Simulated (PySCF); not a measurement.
**Sn₂: bond curves at several levels of theory**

The task here is to estimate one member of a computed series from the others.

The runs use PySCF 2.14.0; Sn x2c-TZVPPall, spin-free X2C with a Gaussian nucleus.

Set-up of the first run:

Settings of the job:

```json
{
  "atoms": "Sn, Sn",
  "charge": "0",
  "basis": "Sn x2c-TZVPPall",
  "Hamiltonian": "spin-free X2C with a Gaussian nucleus",
  "basis functions": "120",
  "electrons treated": "100",
  "masses in u": "119.9022, 119.9022",
  "levels": "PBE0, PBE, r²SCAN, B3LYP, BP86, BLYP, r²SCANh, ωB97X, HF, MP2, SCS-MP2, CCSD, CCSD(T)",
  "grid": "80 radial by 434 angular points",
  "occupations": "held fixed by the projection of orbital angular momentum",
  "dissociation limit": "Sn + Sn, each in its ground configuration",
  "starting distance in angstrom": "2.700",
  "values of 2S to try": "0, 2, 4"
}
```

Run with:

```console
$ OMP_NUM_THREADS=2 python dia.py task.json out
```

Among the steps run: Set-up; First curve: PBE0; Other states along the same grid; PBE (GGA); r²SCAN (meta-GGA); B3LYP; BP86; BLYP (GGA); r²SCANh; ωB97X (range-separated hybrid); UHF; Adding correlation.

One table of the session follows, with a row left open; its other results are not shown here.

Energy (eV) from each level's lowest point:

```
R (Å)    UHF  UHF-MP2  UHF-SCS-MP2  UHF-CCSD  UHF-CCSD(T)
2.371  0.914    0.814        0.841       n/a          n/a
2.481  0.371    0.328        0.342     0.363        0.408
2.592      ?        ?            ?         ?            ?
2.674  0.003    0.004        0.005     0.010        0.025
2.757  0.000    0.000        0.000     0.000        0.000
2.840  0.060    0.049        0.050     0.047        0.030
2.950  0.214    0.173        0.178     0.173        0.132
3.088  0.489    0.388        0.402     0.400        0.327
3.253  0.890    0.687        0.720     0.729        0.613
3.474  1.477    1.093        1.162       n/a          n/a
```

Estimate the missing values for R (Å) = 2.592.

Worked estimate for «UHF». A straight line through the neighbours (2.481, 0.371) and (2.674, 0.003) gives 0.371 + (0.003 − 0.371) × (2.592 − 2.481) / (2.674 − 2.481) = 0.159; a parabola fitted to 4 rows on both sides gives 0.076.

**Answer.** UHF: 0.089; UHF-MP2: 0.078; UHF-SCS-MP2: 0.084; UHF-CCSD: 0.095; UHF-CCSD(T): 0.124. In «UHF» the line misses by +0.070 and the parabola by -0.013.
